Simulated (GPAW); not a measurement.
The system is WSe2.

```
W Se
1.0
     3.29000    0.00000    0.00000
    -1.64500    2.84922    0.00000
     0.00000    0.00000   12.97000
W Se
2 4
Direct
  0.33333 0.66667 0.25000
  0.66667 0.33333 0.75000
  0.33333 0.66667 0.62100
  0.66667 0.33333 0.12100
  0.33333 0.66667 0.87900
  0.66667 0.33333 0.37900
```

Base run:

- Program: GPAW 26.7.0
- Functional: GLLB-SC
- Potentials or basis: the program's PAW data sets (release 1.2.1) made for this functional
- Cutoff: 600 eV
- Basis: pw
- k mesh: 6 × 6 × 2
- Occupations: fermi-dirac, width 0.05 eV
- Spin: no spin polarisation

Its results: band gap on the k mesh, kohn-sham part alone 1.09 eV, indirect (least direct gap 1.50 eV).

The run is repeated on the same cell with these changes: functional from GLLB-SC to LDA; spin from no spin polarisation to spin-orbit coupling, no magnetisation. What comes out?

Band gap on the k mesh 0.84 eV, indirect (least direct gap 1.26 eV).

Several settings changed at once, so the effect can't be laid on one alone.

Caveats: a model potential gives levels but no total energy (some runs); spin-orbit coupling is left out, which moves the levels of the heavy elements (some runs); spin-orbit coupling was added after a scalar SCF, so levels and gaps hold it while energy, forces, pressure and moments don't (some runs); this program's spin-orbit splittings come out too wide for heavy elements (some runs).

A k mesh can miss the band edges.
